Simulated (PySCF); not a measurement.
**Pb(SH)4: other functionals and bases at one geometry**

Aim: see how levels, charges and forces of Pb(SH)4 depend on the level of theory. The species was built from a template and needn't be a known compound.

Program: PySCF 2.14.0. Level of theory: several levels, as the steps say, no spin–orbit coupling. These are calculated values, not measurements.

3 further runs of the same task are left out: 2 for a known fault of the program, 1 that didn't finish.

### 1 The starting structure

9 atoms, charge 0, spin multiplicity 1.

Bond lengths: Pb1–S2 2.551 Å, Pb1–S4 2.551 Å, Pb1–S6 2.551 Å, Pb1–S8 2.551 Å, S2–H3 1.365 Å, S4–H5 1.365 Å, S6–H7 1.364 Å, S8–H9 1.365 Å. Angles: S2–Pb1–S4 105.8°, S2–Pb1–S6 116.4°, S2–Pb1–S8 106.1°, S4–Pb1–S6 106.0°, S4–Pb1–S8 116.9°, S6–Pb1–S8 106.2°, Pb1–S2–H3 91.2°, Pb1–S4–H5 91.0°, Pb1–S6–H7 91.0°, Pb1–S8–H9 91.0°.

Geometry (Å):

```csv
atom,x (Å),y (Å),z (Å)
Pb1,0.14298,0.33963,0.00417
S2,-0.02200,-1.37166,1.88847
H3,-0.68614,-0.47918,2.67873
S4,0.31916,-1.01285,-2.15188
H5,-0.36667,-2.04926,-1.58690
S6,2.18238,1.87226,0.04148
H7,2.87883,1.00500,-0.74833
S8,-1.89132,1.85881,0.25047
H9,-1.23456,2.87827,-0.37621
```

Formal oxidation states: Pb +4. An earlier session relaxed this geometry at PBE, Pb def2-SVP with ECP60, S def2-SVP, H def2-SVP (singlet, point group C1).

At PBE on the finer grid: E = -1786.951993 Eh, HOMO -6.22 eV, LUMO -4.24 eV, Mulliken charge on Pb1 +0.47 e, largest force component 0.013 eV/Å. 

Levels to run: BP86; B3LYP; revPBE; CAM-B3LYP; PBE, TZVP; PBE, x2c-SVP. Hardware: 2 threads of Arm Neoverse V2, shared host.

### 2 BP86

Input file run.py (the lines that set the calculation):

```python
mol = gto.M(atom='''
Pb     0.14298     0.33963     0.00417
S     -0.02200    -1.37166     1.88847
H     -0.68614    -0.47918     2.67873
S      0.31916    -1.01285    -2.15188
H     -0.36667    -2.04926    -1.58690
S      2.18238     1.87226     0.04148
H      2.87883     1.00500    -0.74833
S     -1.89132     1.85881     0.25047
H     -1.23456     2.87827    -0.37621''',
    basis={'Pb': 'def2-SVP', 'S': 'def2-SVP', 'H': 'def2-SVP'},
    ecp={'Pb': 'def2-SVP'},
    charge=0, spin=0)
mf = dft.RKS(mol, xc='B88,P86')
mf.grids.atom_grid = (75, 302)
mf = mf.density_fit()  # fitting sets: Pb def2-universal-JKFIT, S def2-universal-JKFIT, H def2-universal-JKFIT
mf.conv_tol = 1e-08; mf.max_cycle = 55
mf.kernel(dm0)  # dm0: the density of the relaxed state
```

Launch:

```console
$ OMP_NUM_THREADS=2 python run.py
```

### 3 B3LYP

Edit run.py (the lines that set the calculation) of step 2 so:

```diff
@@ -13,3 +13,3 @@
     charge=0, spin=0)
-mf = dft.RKS(mol, xc='B88,P86')
+mf = dft.RKS(mol, xc='B3LYP')
 mf.grids.atom_grid = (75, 302)
```

### 4 revPBE

Edit run.py (the lines that set the calculation) of step 3 so:

```diff
@@ -13,3 +13,3 @@
     charge=0, spin=0)
-mf = dft.RKS(mol, xc='B3LYP')
+mf = dft.RKS(mol, xc='PBE_R,PBE')
 mf.grids.atom_grid = (75, 302)
```

### 5 CAM-B3LYP

Edit run.py (the lines that set the calculation) of step 4 so:

```diff
@@ -13,3 +13,3 @@
     charge=0, spin=0)
-mf = dft.RKS(mol, xc='PBE_R,PBE')
+mf = dft.RKS(mol, xc='CAMB3LYP')
 mf.grids.atom_grid = (75, 302)
```

### 6 PBE, TZVP

Basis: Pb def2-TZVP with ECP60, S def2-TZVP, H def2-TZVP. 

Edit run.py (the lines that set the calculation) of step 5 so:

```diff
@@ -10,6 +10,6 @@
 H     -1.23456     2.87827    -0.37621''',
-    basis={'Pb': 'def2-SVP', 'S': 'def2-SVP', 'H': 'def2-SVP'},
-    ecp={'Pb': 'def2-SVP'},
+    basis={'Pb': 'def2-TZVP', 'S': 'def2-TZVP', 'H': 'def2-TZVP'},
+    ecp={'Pb': 'def2-TZVP'},
     charge=0, spin=0)
-mf = dft.RKS(mol, xc='CAMB3LYP')
+mf = dft.RKS(mol, xc='PBE')
 mf.grids.atom_grid = (75, 302)
@@ -17,2 +17,2 @@
 mf.conv_tol = 1e-08; mf.max_cycle = 55
-mf.kernel(dm0)  # dm0: the density of the relaxed state
+mf.kernel(dm0)  # dm0: free metal ions and neutral atoms
```

### 7 PBE, x2c-SVP

Basis: Pb x2c-SVPall, S x2c-SVPall, H x2c-SVPall. All electrons are treated, with the spin-free X2C Hamiltonian.

Input file run.py (the lines that set the calculation):

```python
mol = gto.M(atom='''
Pb     0.14298     0.33963     0.00417
S     -0.02200    -1.37166     1.88847
H     -0.68614    -0.47918     2.67873
S      0.31916    -1.01285    -2.15188
H     -0.36667    -2.04926    -1.58690
S      2.18238     1.87226     0.04148
H      2.87883     1.00500    -0.74833
S     -1.89132     1.85881     0.25047
H     -1.23456     2.87827    -0.37621''',
    basis={'Pb': 'x2c-SVPall', 'S': 'x2c-SVPall', 'H': 'x2c-SVPall'},
    nucmod='G',
    charge=0, spin=0)
mf = dft.RKS(mol, xc='PBE')
mf.grids.atom_grid = (99, 590)
mf = mf.density_fit()  # fitting sets: Pb AutoAux, S AutoAux, H AutoAux
mf = mf.sfx2c1e()
mf.conv_tol = 1e-08; mf.max_cycle = 55
mf.kernel(dm0)  # dm0: free metal ions and neutral atoms
```

Before running it: what results should come out? Wanted: for each run, HOMO; gap; charge on Pb1; dipole; largest force.

As calculated:

| level | state | HOMO (eV) | gap (eV) | charge on Pb1 (e) | dipole (D) | largest force (eV/Å) | basis functions | time |
| --- | --- | --- | --- | --- | --- | --- | --- | --- |
| PBE (relaxed here) | singlet | -6.22 | 1.97 | 0.47 | 0.05 | 0.01 | 118 | 20 s |
| BP86 | singlet | -6.32 | 1.95 | 0.47 | 0.05 | 0.05 | 118 | 6.8 s |
| B3LYP | singlet | -7.18 | 3.44 | 0.53 | 0.05 | 0.20 | 118 | 8.1 s |
| revPBE | singlet | -6.20 | 1.99 | 0.53 | 0.05 | 0.10 | 118 | 7 s |
| CAM-B3LYP | singlet | -8.73 | 6.08 | 0.53 | 0.05 | 0.57 | 118 | 11 s |
| PBE, TZVP | singlet | -6.43 | 2.00 | 0.73 | 0.04 | 0.29 | 222 | 24 s |
| PBE, x2c-SVP | singlet | -6.20 | 1.96 | 0.53 | 0.05 | 0.10 | 154 | 43 s |

Times are on 2 threads of Arm Neoverse V2, shared host; the first row also made further properties.

In one basis the HOMO–LUMO gap runs from 1.95 eV (BP86) to 6.08 eV (CAM-B3LYP). The largest leftover force, 0.57 eV/Å with CAM-B3LYP, stands at a geometry relaxed at another level. The Mulliken charge on Pb spans +0.47 to +0.73 e over the levels. Total energies of different levels can't be compared. Spin–orbit coupling is left out throughout.
